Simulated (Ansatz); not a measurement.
# GeH₆O₂Si: small, medium and large basis sets

An exercise on one series of results from a longer session: the logs are not shown, and one member is left open.

Method: one geometry, several basis sets; program: Ansatz 0.2.0, Gaussian basis.

Plan: PBE0-D4/def2-SVP; ωB97M-V/def2-SVP; PBE0-D4/def2-QZVPP; ωB97M-V/def2-QZVPP; the functionals' def2-TZVPP values are taken from earlier runs.

### The relaxed structure

All runs share one geometry, relaxed beforehand with PBE0-D4 in a triple-zeta def2 set.

SMILES `[OH][GeH]([OH])[SiH3]`, 10 atoms, charge 0, spin multiplicity 1.

Atoms are counted from 1 here; the program's logs count them from 0.

Bond lengths: O1–Ge2 1.783 Å, O1–H5 0.959 Å, Ge2–O3 1.783 Å, Ge2–Si4 2.396 Å, Ge2–H6 1.531 Å, O3–H7 0.959 Å, Si4–H8 1.485 Å, Si4–H9 1.485 Å, Si4–H10 1.490 Å. Angles: Ge2–O1–H5 113.6°, O1–Ge2–O3 110.3°, O1–Ge2–Si4 109.9°, O1–Ge2–H6 104.2°, O3–Ge2–Si4 109.8°, O3–Ge2–H6 104.3°, Si4–Ge2–H6 118.0°, Ge2–O3–H7 113.6°, Ge2–Si4–H8 110.5°, Ge2–Si4–H9 110.5°, Ge2–Si4–H10 108.2°, H8–Si4–H9 109.7°, H8–Si4–H10 108.9°, H9–Si4–H10 108.9°.

Set-up of the first run:

The input, in.yaml:

```yaml
crystal:
  periodic: [false, false, false]
  atoms:
    - {symbol: O, position_ang: [-0.788363, 1.373575, -1.428194]}
    - {symbol: Ge, position_ang: [0.062275, 0.947683, 0.079643]}
    - {symbol: O, position_ang: [1.824368, 1.112430, -0.136902]}
    - {symbol: Si, position_ang: [-0.470164, -1.302124, 0.706916]}
    - {symbol: H, position_ang: [-0.735972, 0.694231, -2.103599]}
    - {symbol: H, position_ang: [-0.306750, 2.071756, 1.050707]}
    - {symbol: H, position_ang: [2.219188, 0.390937, -0.630863]}
    - {symbol: H, position_ang: [-1.937127, -1.461236, 0.877713]}
    - {symbol: H, position_ang: [0.224534, -1.668485, 1.967811]}
    - {symbol: H, position_ang: [-0.008789, -2.209966, -0.380134]}
basis:
  gaussian: {orbitals: def2-SVP}
hamiltonian: {xc: pbe0, dispersion: d4}
output: {orbitals: {seedname: orbitals}}
```

The run is started by

```console
$ ansatz run in.yaml --threads 4 --pin off --events-out ev --progress --plain --max-ram 10444MiB
```

Among the steps run: PBE0-D4 in def2-SVP; ωB97M-V in def2-SVP; PBE0-D4 in def2-QZVPP; ωB97M-V in def2-QZVPP.

One of the session's tables, all rows but one given; the rest of the session is left out.

It belongs to the step «Functionals by basis». 

| functional | basis | HOMO (eV) | LUMO (eV) |
| --- | --- | --- | --- |
| PBE0-D4 | def2-SVP | -7.81 | -0.03 |
| PBE0-D4 | def2-TZVPP | -7.93 | -0.37 |
| PBE0-D4 | def2-QZVPP | -7.97 | -0.53 |
| ωB97M-V | def2-SVP | -9.88 | 1.82 |
| ωB97M-V | def2-TZVPP | ? | ? |
| ωB97M-V | def2-QZVPP | -10.07 | 0.97 |

Estimate the missing values for ωB97M-V, def2-TZVPP.

The run gave: HOMO (eV): -10.03; LUMO (eV): 1.32. In the column «HOMO (eV)» it lies between ωB97M-V, def2-QZVPP (-10.07) and ωB97M-V, def2-SVP (-9.88).
